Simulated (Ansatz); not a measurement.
**CF2 (SMILES F[C]F): MP2/STO-3G**

Aim: the electronic atomisation energy of CF2 at MP2/STO-3G, from 3 runs. 

The calculation is run with Ansatz 0.2.0.

40 further runs of the same task are left out: 4 that didn't finish, 36 set aside as unsound or not needed.

## 1. The structure to begin with

The species is CF2 (3 atoms), meant as a singlet with charge 0. SMILES: `F[C]F`. The coordinates come from a GFN2-xTB relaxation.

Bond lengths: F1–C2 1.320 Å, C2–F3 1.320 Å. Angles: F1–C2–F3 118.3°.

## 2. The energy at MP2/STO-3G

in.yaml

```yaml
crystal:
  periodic: [false, false, false]
  atoms:
    - symbol: F
      position_ang: [0.396940, 1.032800, 0.332770]
    - symbol: C
      position_ang: [0.326820, -0.272180, 0.149730]
    - symbol: F
      position_ang: [-0.723760, -0.760620, -0.482500]
basis:
  gaussian: {orbitals: STO-3G}
correlation: {method: mp2, frozen_orbitals: {C: 1, F: 1}}
accuracy: high
```

The run is started by

```
$ ansatz run in.yaml --threads 1 --pin off --max-ram 2610MiB --events-out events.jsonl --progress --plain --runs-dir runs
```

The log of the run:

```text
Warning: RAYON_NUM_THREADS=1 ignored (pool sized by the plan → 1); use --threads N
Functional definition: HF
  name "HF"
  exchange = exact_x
  correlation = 0
250 factors; integrals over basis functions are off by at most 3.4e-8 eV
mean field evaluation 1: about -6348.6267 eV, gradient 2.2e1 eV
mean field evaluation 2: about -6348.7391 eV, gradient 2.2e1 eV
mean field evaluation 4: about -6350.6125 eV, gradient 1.8e0 eV
mean field evaluation 8: about -6350.6422 eV, gradient 4.3e-2 eV
mean field -6350.64225358 eV, -233.3817981991 hartree, gradient 2.5e-8 eV, S^2 0.000000; 0 other end points of the search recorded, 0 dependent functions left out; unrestricted orbitals would lower it
mean field evaluation 16: about -6350.4714 eV, gradient 5.4e0 eV
3 core orbitals not correlated: weight in the atoms' cores, before any rotation towards them, 1.000 or more for the frozen orbitals, at most 0.000 for the correlated occupied ones
reference -6350.64225358 eV, -233.3817981991 hartree; 9, 9 occupied and 3, 3 virtual orbitals, 250 factors
second order -2.50052109 eV of doubles, -0.00000000 eV of singles
Total energy: -6353.14277467 eV, -233.4736906543 hartree
```

Wall time 0.08 s (1 thread of Arm Neoverse V1, shared host).

## 3. The C atom, same level

job.yaml

```yaml
basis:
  gaussian:
    orbitals: STO-3G
crystal:
  periodic: [false, false, false]
  atoms:
    - symbol: C
      position_ang: [0.000000, 0.000000, 0.000000]
total_charge: 0
magnetization:
  spin_polarized: true
  initial_magnetization: 2
correlation:
  method: mp2
  frozen_orbitals: {C: 1}
accuracy: high
```

Run the same way, it converges to -37.20823 Eh (log not shown).

## 4. The F atom

molecule.yaml

```yaml
crystal:
  periodic: [false, false, false]
  atoms:
    - symbol: F
      position_ang: [0.000000, 0.000000, 0.000000]
basis:
  gaussian:
    orbitals: STO-3G
magnetization:
  spin_polarized: true
  initial_magnetization: 1
correlation:
  method: mp2
  frozen_orbitals: {F: 1}
accuracy: high
```

The run is started by

```
$ ansatz run molecule.yaml --threads 1 --pin off --max-ram 2610MiB --events-out events.jsonl --progress --plain --runs-dir runs
```

The log of the run:

```text
Warning: RAYON_NUM_THREADS=1 ignored (pool sized by the plan → 1); use --threads N
Functional definition: HF
  name "HF"
  exchange = exact_x
  correlation = 0
15 factors; integrals over basis functions are off by at most 1.2e-9 eV
mean field evaluation 1: about -2666.3486 eV, gradient 1.5e-14 eV
mean field evaluation 2: about -2666.3486 eV, gradient 0.0e0 eV
mean field -2666.34863534 eV, -97.9865050328 hartree, gradient 0.0e0 eV, S^2 0.750000; 2 other end points of the search recorded, 0 dependent functions left out
1 core orbitals not correlated: weight in the atoms' cores, before any rotation towards them, 1.000 or more for the frozen orbitals, at most 0.000 for the correlated occupied ones
reference -2666.34863534 eV, -97.9865050328 hartree; 4, 3 occupied and 0, 1 virtual orbitals, 15 factors
second order 0.00000000 eV of doubles, 0.00000000 eV of singles
Total energy: -2666.34863534 eV, -97.9865050328 hartree
```

Wall time 0.04 s (1 thread of Arm Neoverse V1, shared host).

## 5. Summary of results

Level: MP2/STO-3G, 3 core orbitals frozen.

| quantity | value |
| --- | --- |
| molecule: total energy | -233.47369 Eh |
| molecule: correlation energy (3 core orbitals frozen) | -91.9 mEh |
| C atom: total energy | -37.20823 Eh |
| C atom: correlation energy (1 core orbital frozen) | -9.8 mEh |
| C atom: ⟨S²⟩ of the reference determinant | 2.000 |
| F atom: total energy | -97.98651 Eh |
| F atom: correlation energy (1 core orbital frozen) | 0.0 mEh |
| F atom: ⟨S²⟩ of the reference determinant | 0.750 |
| electronic atomisation energy | 7.958 eV |

**Reading.** Taking the molecule apart into free atoms costs 7.96 eV (184 kcal/mol), before zero-point energy and without spin-orbit coupling. In a minimal basis such a difference can be off by several eV, whatever the method. The restricted solution (molecule) is unstable to spin breaking: an unrestricted one lies lower.
